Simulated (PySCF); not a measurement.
**Pb⁷⁵⁺, Pb⁷⁶⁺: ionisation energy in even-tempered 18s13p5d5f4g**

Wanted: the ionisation energy of lead, up a ladder of methods.

Method: unrestricted determinants in a Gaussian basis, no spin-orbit coupling in the energies. Code: PySCF 2.14.0.

### Step 1. What is computed

```
Element                                   : lead (Z = 82)
Basis                                     : an even-tempered Gaussian basis (18 s from 59 bohr⁻², ratio 2.2; 13 p from 76 bohr⁻², ratio 2.2; 5 d from 280 bohr⁻², ratio 2.4; 5 f from 420 bohr⁻², ratio 2.4; 4 g from 630 bohr⁻², ratio 2.4)
Hamiltonian                               : scalar relativity by spin-free X2C-1e
State 1                                   : Pb⁷⁵⁺: [He] 2s2 2p3, high-spin 4S determinant
State 2                                   : Pb⁷⁶⁺: [He] 2s2 2p2, high-spin 3P determinant
Methods                                   : UHF, LDA, PBE, PBE0, r2SCAN, MN15, M06, MP2
Core shells frozen in the correlated runs : all electrons: nothing (for Pb⁷⁵⁺)
```

The outer shells:

Pb75+ [He] 2s2 2p3
```
[He] core
2s [↑↓]
2p [↑ ][↑ ][↑ ]
```

Pb76+ [He] 2s2 2p2
```
[He] core
2s [↑↓]
2p [↑ ][↑ ][  ]
```

One driver process ran all states and methods and kept the integrals in memory. Each run is shown as a PySCF script that sums up its settings (the driver passes frozen orbitals as a list and adds second-order terms of double hybrids); the logs are those of the runs themselves. The driver starts from symmetry-adapted Hartree-Fock orbitals, holds the occupation by maximum overlap and uses a logarithmic radial grid for functionals, so a plain start would take other cycles.

The integrals over 153 functions and the set-up took 1.8 s of CPU time.

### Step 2. Pb⁷⁵⁺, method by method

#### UHF

The input, input.py:

```python
from pyscf import gto, scf, dft, mp, cc
mol = gto.M(atom="Pb 0 0 0", charge=75, spin=3, symmetry="D2h",
            basis=gto.etbs([(0, 18, 59, 2.2), (1, 13, 76, 2.2), (2, 5, 280, 2.4), (3, 5, 420, 2.4), (4, 4, 630, 2.4)]),
            nucmod="G")
mf = scf.UHF(mol).sfx2c1e()
mf.irrep_nelec = {'Ag': (2, 2), 'B1u': (1, 0), 'B2u': (1, 0), 'B3u': (1, 0)}
mf.kernel()
```

#### LDA

Changes to input.py:

```diff
@@ -4,3 +4,3 @@
             nucmod="G")
-mf = scf.UHF(mol).sfx2c1e()
+mf = dft.UKS(mol, xc="LDA,VWN").sfx2c1e()
 mf.irrep_nelec = {'Ag': (2, 2), 'B1u': (1, 0), 'B2u': (1, 0), 'B3u': (1, 0)}
```

#### PBE

Changes to input.py:

```diff
@@ -4,3 +4,3 @@
             nucmod="G")
-mf = dft.UKS(mol, xc="LDA,VWN").sfx2c1e()
+mf = dft.UKS(mol, xc="PBE").sfx2c1e()
 mf.irrep_nelec = {'Ag': (2, 2), 'B1u': (1, 0), 'B2u': (1, 0), 'B3u': (1, 0)}
```

#### PBE0

Changes to input.py:

```diff
@@ -4,3 +4,3 @@
             nucmod="G")
-mf = dft.UKS(mol, xc="PBE").sfx2c1e()
+mf = dft.UKS(mol, xc="PBE0").sfx2c1e()
 mf.irrep_nelec = {'Ag': (2, 2), 'B1u': (1, 0), 'B2u': (1, 0), 'B3u': (1, 0)}
```

#### r2SCAN

Changes to input.py:

```diff
@@ -4,3 +4,3 @@
             nucmod="G")
-mf = dft.UKS(mol, xc="PBE0").sfx2c1e()
+mf = dft.UKS(mol, xc="R2SCAN").sfx2c1e()
 mf.irrep_nelec = {'Ag': (2, 2), 'B1u': (1, 0), 'B2u': (1, 0), 'B3u': (1, 0)}
```

#### MN15

Changes to input.py:

```diff
@@ -4,3 +4,3 @@
             nucmod="G")
-mf = dft.UKS(mol, xc="R2SCAN").sfx2c1e()
+mf = dft.UKS(mol, xc="MN15").sfx2c1e()
 mf.irrep_nelec = {'Ag': (2, 2), 'B1u': (1, 0), 'B2u': (1, 0), 'B3u': (1, 0)}
```

#### M06

Changes to input.py:

```diff
@@ -4,3 +4,3 @@
             nucmod="G")
-mf = dft.UKS(mol, xc="MN15").sfx2c1e()
+mf = dft.UKS(mol, xc="M06").sfx2c1e()
 mf.irrep_nelec = {'Ag': (2, 2), 'B1u': (1, 0), 'B2u': (1, 0), 'B3u': (1, 0)}
```

#### MP2 (all electrons)

Changes to input.py:

```diff
@@ -4,4 +4,5 @@
             nucmod="G")
-mf = dft.UKS(mol, xc="M06").sfx2c1e()
+mf = scf.UHF(mol).sfx2c1e()
 mf.irrep_nelec = {'Ag': (2, 2), 'B1u': (1, 0), 'B2u': (1, 0), 'B3u': (1, 0)}
 mf.kernel()
+mp.UMP2(mf, frozen=[[144, 145, 146, 147, 148, 149, 150, 151, 152], [144, 145, 146, 147, 148, 149, 150, 151, 152]]).kernel()
```

### Step 3. Pb⁷⁶⁺, method by method

#### UHF

The input, input.py:

```python
from pyscf import gto, scf, dft, mp, cc
mol = gto.M(atom="Pb 0 0 0", charge=76, spin=2, symmetry="D2h",
            basis=gto.etbs([(0, 18, 59, 2.2), (1, 13, 76, 2.2), (2, 5, 280, 2.4), (3, 5, 420, 2.4), (4, 4, 630, 2.4)]),
            nucmod="G")
mf = scf.UHF(mol).sfx2c1e()
mf.irrep_nelec = {'Ag': (2, 2), 'B1u': (1, 0), 'B2u': (1, 0)}
mf.kernel()
```

#### LDA

Changes to input.py:

```diff
@@ -4,3 +4,3 @@
             nucmod="G")
-mf = scf.UHF(mol).sfx2c1e()
+mf = dft.UKS(mol, xc="LDA,VWN").sfx2c1e()
 mf.irrep_nelec = {'Ag': (2, 2), 'B1u': (1, 0), 'B2u': (1, 0)}
```

#### PBE

Changes to input.py:

```diff
@@ -4,3 +4,3 @@
             nucmod="G")
-mf = dft.UKS(mol, xc="LDA,VWN").sfx2c1e()
+mf = dft.UKS(mol, xc="PBE").sfx2c1e()
 mf.irrep_nelec = {'Ag': (2, 2), 'B1u': (1, 0), 'B2u': (1, 0)}
```

#### PBE0

Changes to input.py:

```diff
@@ -4,3 +4,3 @@
             nucmod="G")
-mf = dft.UKS(mol, xc="PBE").sfx2c1e()
+mf = dft.UKS(mol, xc="PBE0").sfx2c1e()
 mf.irrep_nelec = {'Ag': (2, 2), 'B1u': (1, 0), 'B2u': (1, 0)}
```

#### r2SCAN

Changes to input.py:

```diff
@@ -4,3 +4,3 @@
             nucmod="G")
-mf = dft.UKS(mol, xc="PBE0").sfx2c1e()
+mf = dft.UKS(mol, xc="R2SCAN").sfx2c1e()
 mf.irrep_nelec = {'Ag': (2, 2), 'B1u': (1, 0), 'B2u': (1, 0)}
```

#### MN15

Changes to input.py:

```diff
@@ -4,3 +4,3 @@
             nucmod="G")
-mf = dft.UKS(mol, xc="R2SCAN").sfx2c1e()
+mf = dft.UKS(mol, xc="MN15").sfx2c1e()
 mf.irrep_nelec = {'Ag': (2, 2), 'B1u': (1, 0), 'B2u': (1, 0)}
```

#### M06

Changes to input.py:

```diff
@@ -4,3 +4,3 @@
             nucmod="G")
-mf = dft.UKS(mol, xc="MN15").sfx2c1e()
+mf = dft.UKS(mol, xc="M06").sfx2c1e()
 mf.irrep_nelec = {'Ag': (2, 2), 'B1u': (1, 0), 'B2u': (1, 0)}
```

#### MP2 (all electrons)

Changes to input.py:

```diff
@@ -4,4 +4,5 @@
             nucmod="G")
-mf = dft.UKS(mol, xc="M06").sfx2c1e()
+mf = scf.UHF(mol).sfx2c1e()
 mf.irrep_nelec = {'Ag': (2, 2), 'B1u': (1, 0), 'B2u': (1, 0)}
 mf.kernel()
+mp.UMP2(mf, frozen=[[144, 145, 146, 147, 148, 149, 150, 151, 152], [144, 145, 146, 147, 148, 149, 150, 151, 152]]).kernel()
```

**Question.** What will these runs give?

**Answer**, as computed:

```
                quantity                                                               value
ionisation energy, Pb⁷⁵⁺  UHF 21535.6, MP2 (all electrons) 21536.0 eV; reference 20750 ± 100
```

The methods span 15.109 eV, from LDA (21525.3) to MN15 (21540.4). The reference is uncertain or not like for like (spin-orbit coupling or other relativistic terms), so no ranking of close methods is drawn. All values hold for this basis alone; no basis-set limit was taken.
